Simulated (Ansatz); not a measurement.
**BH5O (B(H2O)H3): CCSDT(Q)/STO-3G**

What is the electronic atomisation energy of BH5O (B(H2O)H3) at CCSDT(Q)/STO-3G? 

The results are computed with Ansatz 0.2.0.

53 further runs of the same task are left out: 53 set aside as unsound or not needed.

## 1. The system as given

BH5O: 7 atoms, total charge 0, spin state singlet. As SMILES, `[H]B([H])([H])<-O`. The coordinates come from a GFN2-xTB relaxation.

Bond lengths: B1–O2 1.700 Å, O2–H3 0.963 Å, O2–H4 0.962 Å, B1–H5 1.182 Å, B1–H6 1.191 Å, B1–H7 1.182 Å. Angles: B1–O2–H3 102.2°, B1–O2–H4 102.2°, O2–B1–H5 103.7°, O2–B1–H6 104.3°, O2–B1–H7 103.7°, H3–O2–H4 109.6°, H5–B1–H6 114.2°, H5–B1–H7 114.8°, H6–B1–H7 114.2°.

## 2. The energy at CCSDT(Q)/STO-3G

in.yaml reads:

```yaml
crystal:
  periodic: [false, false, false]
  atoms:
    - {symbol: B, position_ang: [0.067800, -0.111690, -0.668890]}
    - {symbol: O, position_ang: [0.100820, -0.146640, 1.030730]}
    - {symbol: H, position_ang: [-0.836060, -0.142600, 1.252490]}
    - {symbol: H, position_ang: [0.486320, 0.708910, 1.244780]}
    - {symbol: H, position_ang: [1.210120, -0.068530, -0.970290]}
    - {symbol: H, position_ang: [-0.544260, 0.876330, -0.930190]}
    - {symbol: H, position_ang: [-0.484730, -1.115770, -0.958620]}
basis:
  gaussian: {orbitals: STO-3G}
correlation: {method: ccsdt_q, frozen_orbitals: {B: 1, H: 0, O: 1}}
accuracy: high
scf: {omitted_lower_state_checks: [cluster_reference, increment]}
```

Launch:

```sh
ansatz run in.yaml --threads 1 --pin off --max-ram 2610MiB --events-out events.jsonl --progress --plain --runs-dir runs
```

The program printed:

```text
Warning: RAYON_NUM_THREADS=1 ignored (pool sized by the plan → 1); use --threads N
[... 11 lines left out ...]
2 core orbitals not correlated: weight in the atoms' cores, before any rotation towards them, 1.000 or more for the frozen orbitals, at most 0.000 for the correlated occupied ones
[... 22 lines left out ...]
Total energy: -2754.06839882 eV, -101.2101468821 hartree
Checks for a lower state left out: cluster_reference, increment
```

It took 0.2 s on 1 thread of Arm Neoverse V2, shared host.

## 3. The B atom

molecule.yaml reads:

```yaml
crystal:
  periodic: [false, false, false]
  atoms:
    - {symbol: B, position_ang: [0.000000, 0.000000, 0.000000]}
basis:
  gaussian:
    orbitals: STO-3G
total_charge: 0
magnetization:
  spin_polarized: true
  initial_magnetization: 1
correlation:
  method: ccsdt_q
  frozen_orbitals: {B: 1}
accuracy: high
scf:
  omitted_lower_state_checks: [cluster_reference, increment]
```

Launch:

```sh
ansatz run molecule.yaml --threads 1 --pin off --max-ram 2610MiB --events-out events.jsonl --progress --plain --runs-dir runs
```

The program printed, cut to the lines that bear on the results:

```text
Warning: RAYON_NUM_THREADS=1 ignored (pool sized by the plan → 1); use --threads N
Functional definition: HF
  name "HF"
[...]
15 factors; integrals over basis functions are off by at most 8.9e-10 eV
[...]
mean field -657.12745801 eV, -24.1489886649 hartree, gradient 0.0e0 eV, S^2 0.750000; 4 other end points of the search recorded, 0 dependent functions left out
1 core orbitals not correlated: weight in the atoms' cores, before any rotation towards them, 1.000 or more for the frozen orbitals, at most 0.000 for the correlated occupied ones
reference -657.12745801 eV, -24.1489886649 hartree; 2, 1 occupied and 2, 3 virtual orbitals, 15 factors
second order -0.50768279 eV of doubles, 0.00000000 eV of singles
cycle   1  -0.78653405 eV  change   -2.8e-1 eV  update   6.4e-2
[...]
cycle  11  -1.08840109 eV  change   4.4e-11 eV  update  3.7e-11
perturbative correction 0.00000000 eV, 0.0000000000 hartree
Total energy: -658.21585910 eV, -24.1889866671 hartree
Checks for a lower state left out: cluster_reference, increment
```

Run time: 0.46 s. Hardware: 1 thread of Arm Neoverse V2, shared host.

## 4. The H atom: a single-point energy at UHF/STO-3G

molecule.yaml reads:

```yaml
crystal:
  periodic: [false, false, false]
  atoms:
    - {symbol: H, position_ang: [0.000000, 0.000000, 0.000000]}
basis:
  gaussian:
    orbitals: STO-3G
magnetization:
  spin_polarized: true
  initial_magnetization: 1
hamiltonian:
  xc: hf
accuracy: high
```

Run the same way, it converges to -0.46658 Eh (log not shown).

## 5. The O atom

in.yaml reads:

```yaml
crystal:
  periodic: [false, false, false]
  atoms:
    - {symbol: O, position_ang: [0.000000, 0.000000, 0.000000]}
basis:
  gaussian:
    orbitals: STO-3G
magnetization:
  spin_polarized: true
  initial_magnetization: 2
correlation:
  method: ccsdt_q
  frozen_orbitals: {O: 1}
accuracy: high
scf:
  omitted_lower_state_checks: [cluster_reference, increment]
```

Run the same way, it converges to -73.80415 Eh (log not shown).

## 6. Results

At CCSDT(Q)/STO-3G, 2 core orbitals frozen:

| quantity | value |
| --- | --- |
| molecule: total energy | -101.21015 Eh |
| molecule: correlation energy (2 core orbitals frozen) | -116.2 mEh |
| molecule: T1 diagnostic | 0.007 |
| B atom: total energy | -24.18899 Eh |
| B atom: correlation energy (1 core orbital frozen) | -40.0 mEh |
| B atom: ⟨S²⟩ of the reference determinant | 0.750 |
| B atom: T1 diagnostic | 0.000 |
| H atom: total energy | -0.46658 Eh |
| H atom: ⟨S²⟩ | 0.750 |
| O atom: total energy | -73.80415 Eh |
| O atom: correlation energy (1 core orbital frozen) | 0.0 mEh |
| O atom: ⟨S²⟩ of the reference determinant | 2.000 |
| O atom: T1 diagnostic | 0.000 |
| electronic atomisation energy | 24.058 eV |

In words: Taking the molecule apart into free atoms costs 24.06 eV (555 kcal/mol), before zero-point energy and without spin-orbit coupling. In a minimal basis such a difference can be off by several eV, whatever the method.
